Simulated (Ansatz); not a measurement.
# CH4F2OSi (SMILES C[Si](O)(F)F) at r2SCAN/cc-pVDZ

Aim: the vertical singlet–triplet gap of CH4F2OSi at r2SCAN/cc-pVDZ, from 2 runs. 

Program for the calculation: Ansatz 0.2.0.

99 further runs of the same task are left out: 2 that didn't finish, 97 set aside as unsound or not needed. Runs told in other sessions of the task aren't counted.

### Step 1. The structure to begin with

CH4F2OSi has 9 atoms, charge 0, and is taken as a singlet. SMILES: `C[Si](O)(F)F`. The shape is that of a PBE0-D4/def2-TZVP optimisation. This is one conformer, not always the lowest.

Bond lengths: C1–Si2 1.831 Å, Si2–O3 1.621 Å, Si2–F4 1.590 Å, Si2–F5 1.590 Å, C1–H6 1.092 Å, C1–H7 1.092 Å, C1–H8 1.092 Å, O3–H9 0.958 Å. Some angles: C1–Si2–O3 109.9°, C1–Si2–F4 111.2°, C1–Si2–F5 111.2°, O3–Si2–F4 110.0°, O3–Si2–F5 110.0°, F4–Si2–F5 104.6°, Si2–C1–H6 110.5°, Si2–C1–H7 110.5°, Si2–C1–H8 110.6°, Si2–O3–H9 119.7°.

### Step 2. The energy at r2SCAN/cc-pVDZ

in.yaml reads:

```yaml
crystal:
  periodic: [false, false, false]
  atoms:
    - {symbol: C, position_ang: [-1.189400, 0.338900, -0.162200]}
    - {symbol: Si, position_ang: [0.580100, -0.130700, -0.192500]}
    - {symbol: O, position_ang: [1.083400, -0.479900, 1.308000]}
    - {symbol: F, position_ang: [0.827400, -1.374000, -1.151900]}
    - {symbol: F, position_ang: [1.471900, 1.032700, -0.807900]}
    - {symbol: H, position_ang: [-1.795500, -0.480100, 0.229600]}
    - {symbol: H, position_ang: [-1.342100, 1.213300, 0.473300]}
    - {symbol: H, position_ang: [-1.540100, 0.577500, -1.168100]}
    - {symbol: H, position_ang: [1.992700, -0.743900, 1.454700]}
basis:
  gaussian:
    orbitals: cc-pVDZ
hamiltonian:
  xc: r2scan
accuracy: high
output: {orbitals: {seedname: orbitals}}
```

Started as:

```console
$ ansatz run in.yaml --threads 1 --pin off --max-ram 3480MiB --events-out events.jsonl --progress --plain --runs-dir runs
```

The program printed:

```text
Warning: RAYON_NUM_THREADS=1 ignored (pool sized by the plan → 1); use --threads N
Functional definition: r2SCAN
  name "r2SCAN"
  parameter k0 = 0.174
  parameter k1 = 0.065
  parameter a1 = 4.9479
  exchange = r2scan_x(k0 = k0, k1 = k1, a1 = a1)
  correlation = r2scan_c
2129 factors; integrals over basis functions are off by at most 3.5e-9 eV
mean field evaluation 1: about -16451.0585 eV, gradient 7.4e1 eV
mean field evaluation 2: about -16440.8643 eV, gradient 1.0e2 eV
mean field evaluation 4: about -16461.0911 eV, gradient 3.5e0 eV
mean field evaluation 8: about -16461.1108 eV, gradient 3.7e-1 eV
mean field evaluation 16: about -16461.1111 eV, gradient 9.0e-6 eV
mean field -16461.11109162 eV, -604.9346748754 hartree, gradient 3.0e-8 eV, S^2 0.000000; 0 other end points of the search recorded, 0 dependent functions left out
reference -16461.11109240 eV, -604.9346749038 hartree; 25, 25 occupied and 69, 69 virtual orbitals, 2129 factors
Total energy: -16461.11109240 eV, -604.9346749038 hartree
```

It took 18 s on 1 thread of Arm Neoverse V2, shared host; peak memory 0.31 GiB.

### Step 3. The triplet, same level

run.yaml reads:

```yaml
crystal:
  periodic: [false, false, false]
  atoms:
    - symbol: C
      position_ang: [-1.189400, 0.338900, -0.162200]
    - symbol: Si
      position_ang: [0.580100, -0.130700, -0.192500]
    - symbol: O
      position_ang: [1.083400, -0.479900, 1.308000]
    - symbol: F
      position_ang: [0.827400, -1.374000, -1.151900]
    - symbol: F
      position_ang: [1.471900, 1.032700, -0.807900]
    - symbol: H
      position_ang: [-1.795500, -0.480100, 0.229600]
    - symbol: H
      position_ang: [-1.342100, 1.213300, 0.473300]
    - symbol: H
      position_ang: [-1.540100, 0.577500, -1.168100]
    - symbol: H
      position_ang: [1.992700, -0.743900, 1.454700]
basis:
  gaussian:
    orbitals: cc-pVDZ
magnetization:
  spin_polarized: true
  initial_magnetization: 2
hamiltonian:
  xc: r2scan
accuracy: high
output: {orbitals: {seedname: orbitals}}
```

Started as:

```console
$ ansatz run run.yaml --threads 1 --pin off --max-ram 3480MiB --events-out events.jsonl --progress --plain --runs-dir runs
```

The program printed, cut to the lines that bear on the results:

```text
Warning: RAYON_NUM_THREADS=1 ignored (pool sized by the plan → 1); use --threads N
[... 7 set-up lines as earlier in the session ...]
2129 factors; integrals over basis functions are off by at most 3.5e-9 eV
mean field evaluation 1: about -16442.9371 eV, gradient 4.5e1 eV
mean field evaluation 2: about -16430.5308 eV, gradient 5.9e1 eV
mean field evaluation 4: about -16447.6370 eV, gradient 2.7e1 eV
mean field evaluation 8: about -16452.5082 eV, gradient 3.2e0 eV
mean field evaluation 16: about -16452.5589 eV, gradient 8.6e-3 eV
mean field evaluation 32: about -16452.5589 eV, gradient 5.1e-7 eV
mean field evaluation 64: about -16451.7104 eV, gradient 1.2e0 eV
mean field -16452.55894585 eV, -604.6203893151 hartree, gradient 5.4e-8 eV, S^2 2.003465; 8 other end points of the search recorded, 0 dependent functions left out
reference -16452.55894785 eV, -604.6203893884 hartree; 26, 24 occupied and 68, 70 virtual orbitals, 2129 factors
Total energy: -16452.55894785 eV, -604.6203893884 hartree
```

Run time: 61 s. Hardware: 1 thread of Arm Neoverse V2, shared host; peak memory 0.49 GiB.

### Step 4. Results

Level: r2SCAN/cc-pVDZ.

```
                                        quantity          value
                           singlet: total energy  -604.93467 Eh
                            singlet: HOMO energy       -8.31 eV
                            singlet: LUMO energy        1.12 eV
                          singlet: HOMO–LUMO gap        9.43 eV
                           triplet: total energy  -604.62039 Eh
     triplet: HOMO energy (highest over α and β)       -1.08 eV
                                   triplet: ⟨S²⟩          2.003
vertical energy of the triplet above the singlet       8.552 eV
```

At this shape the triplet lies 8.55 eV (197 kcal/mol) above the singlet.
